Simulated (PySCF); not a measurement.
# C₃H₆N₂Si: electronic excitations and core binding energies

Wanted: the electronic excitations and core binding energies of C₃H₆N₂Si (`C[SiH2]/N=C\C#N`), by calculation.

Computed with PySCF 2.14.0, with density-fitted response routines of our own, on a single molecule in the gas phase. Atoms are numbered from 0 throughout.

### Step 1. The molecule as given

12 atoms, charge 0, multiplicity 1; geometry from: GFN2-xTB.

Bonds of the start (Å): C0–Si1 1.90, Si1–N2 1.73, N2–C3 1.25, C3–C4 1.43, C4–N5 1.15, C0–H6 1.08, C0–H7 1.09, C0–H8 1.09, Si1–H9 1.47, Si1–H10 1.46, C3–H11 1.09.

### Step 2. TDDFT and polarisability: CAM-B3LYP/def2-SVPD

Job settings and geometry (Å):

```
{"job": {"kind": "uv", "xc": "CAM-B3LYP", "basis": "def2-SVPD", "nstates": 8, "ntriplets": 3}, "charge": 0, "multiplicity": 1}
C     -1.952000    -0.444409    -0.358552
Si    -0.573351     0.819122    -0.043313
N      0.817984     0.071245    -0.741720
C      1.922744    -0.328612    -0.304788
C      2.365495    -0.239351     1.047978
N      2.705675    -0.164148     2.140332
H     -2.918520    -0.003662    -0.137880
H     -1.958449    -0.766443    -1.395026
H     -1.839320    -1.326872     0.264865
H     -0.509700     1.170212     1.379182
H     -0.699846     2.005045    -0.890140
H      2.640487    -0.792812    -0.986965
```

With the program's defaults for keys left out, this is: TDDFT CAM-B3LYP/def2-SVPD, vertical, gas phase, core orbitals frozen in the response.

Started as:

```
OMP_NUM_THREADS=1 python probes_run.py task.json out
```

The driver reads the jobs from task.json and runs them one after another.

**Question.** This job is followed by: delta-SCF UKS SCAN, pcX-2 on the ionised atom, pcseg-1 elsewhere, spin-free X2C. Predict these results of the whole session: lowest singlet (CAM-B3LYP/def2-SVPD); brightest single state of those computed; lowest triplet; C1s binding energies, SCAN/pcX-2; N1s binding energies, SCAN/pcX-2; Si1s binding energies, SCAN/pcX-2; Si2p binding energies, SCAN/pcX-2.

The runs gave:

| quantity | value |
| --- | --- |
| lowest singlet (CAM-B3LYP/def2-SVPD) | 3.64 eV (341 nm), f = 0.002 |
| brightest single state of those computed | state 3, 6.27 eV, f = 0.330 |
| lowest triplet | 3.01 eV |
| C1s binding energies, SCAN/pcX-2 | C3 293.26, C4 292.52, C0 290.35 eV |
| N1s binding energies, SCAN/pcX-2 | N5 405.48, N2 404.87 eV |
| Si1s binding energies, SCAN/pcX-2 | Si1 1846.90 eV |
| Si2p binding energies, SCAN/pcX-2 | Si1 107.28 eV |

The first singlet state (HOMO→LUMO 0.96) lies at 3.64 eV and is weak; of the 8 states computed, the strongest absorption comes from state 3 at 6.27 eV. The lowest triplet lies 0.63 eV below the lowest singlet (triplets in Tamm-Dancoff, singlets in full TDDFT). C3 (C=N carbon) binds its C1s electron 2.91 eV more tightly than C0 (methyl carbon bonded to Si). The N1s levels kept as sound span 0.60 eV, from N2 (imine nitrogen) up to N5 (nitrile nitrogen).
